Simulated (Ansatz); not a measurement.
Working through a comparison of norm-conserving and PAW potentials of Sr₃BiP, space group Pm-3m

Computed with Ansatz 0.2.0, Python API.

The cells in order, each with its output:

```python
from dataclasses import dataclass

import ansatz as az
import numpy as np
from pymatgen.core import Lattice, Structure
from pymatgen.io.ase import AseAtomsAdaptor


@dataclass(frozen=True)
class RunConfig:
    smearing: str = 'Fermi-Dirac'
    kspacing: float = 0.29
    xc: str = 'lda'
```

```python
cfg = RunConfig()
```

```python
def count_gap(report):
    # lowest empty less highest filled band, counting bands; zero where they overlap
    return max(report.get('gap_by_band_count_ev') or 0.0, 0.0)
```

```python
pmg_structure = Structure(
    Lattice([(5.77675, 0.0, 0.0), (0.0, 5.77675, 0.0), (0.0, 0.0, 5.77675)]),
    ['Sr', 'Sr', 'Sr', 'Bi', 'P'],
    [
        (0.0, 0.5, 0.5),
        (0.5, 0.0, 0.5),
        (0.5, 0.5, 0.0),
        (0.0, 0.0, 0.0),
        (0.5, 0.5, 0.5),
    ],
)
xtal = az.Crystal.from_ase(AseAtomsAdaptor.get_atoms(pmg_structure))

[site.symbol for site in xtal.resolved().sites]
```

    ['Sr', 'Sr', 'Sr', 'Bi', 'P']

```python
model = (
    xtal.calculation()
    .occupations(cfg.smearing, width=150 * az.meV)
    .kpoints(spacing=cfg.kspacing)
    .functional(cfg.xc)
    .stress()
    .forces()
    .band_table()
)
variants = {
    'PAW': model.pseudopotentials('paw'),
    'norm-conserving': model.pseudopotentials('nc'),
}
rows = []
for label, variant in variants.items():
    rep = variant.run(threads=1, backend='cpu').report
    levels = np.array(rep['eigenvalues_ev'][0]) - rep['fermi_energy_ev']
    print(label, 'levels at the first k-point near E_F:', np.round(levels[np.abs(levels) < 5], 3))
    rows.append((label, rep['n_electrons'], np.trace(rep['stress_gpa']) / 3, count_gap(rep)))
print('     treatment  electrons in bands           P GPa  gap by band count eV')
for row in rows:
    print(f'{str(row[0]):>14s}  {row[1]:18.1f}  {row[2]:14.3f}  {row[3]:20.3f}')
```

    DeckWarning: basis.ecutwfc = 420 eV, auto-derived from the records' recommended cutoffs: set by Sr (normal level)
    PAW levels at the first k-point near E_F: [-1.339 -1.339 -1.339 -0.369 -0.129 -0.129 -0.129  0.459  0.459  0.869
      0.869  0.869  3.68   3.68   3.68   3.993  3.993]
    DeckWarning: basis.ecutwfc = 952.398519 eV, auto-derived from the records' recommended cutoffs: set by Bi (normal level)
    norm-conserving levels at the first k-point near E_F: [-1.339 -1.339 -1.339 -0.375 -0.129 -0.129 -0.129  0.461  0.461  0.874
      0.874  0.874  3.683  3.683  3.683  4.     4.   ]
         treatment  electrons in bands           P GPa  gap by band count eV
               PAW                50.0          -2.408                 0.000
    norm-conserving                50.0          -2.439                 0.000

PAW gives -2.408 GPa and norm-conserving -2.439 GPa, 0.031 GPa apart. They took 5.1 and 12.0 s of processor time.

The computed bands are complete only to about 4.2 eV above the Fermi level. The structure comes from a database of computed cells and needn't be a stable or known phase. Gaps and levels are Kohn-Sham values on a finite set of k-points, without spin-orbit coupling. Warnings are shown shortened and without file and line. Stress is positive in compression. Hardware and time: 18 s on 1 thread of Intel(R) Xeon(R) Platinum 8488C (Sapphire Rapids) (shared host), peak memory 0.71 GiB.

(Lines on the test bed's own set-up are left out of the output.)
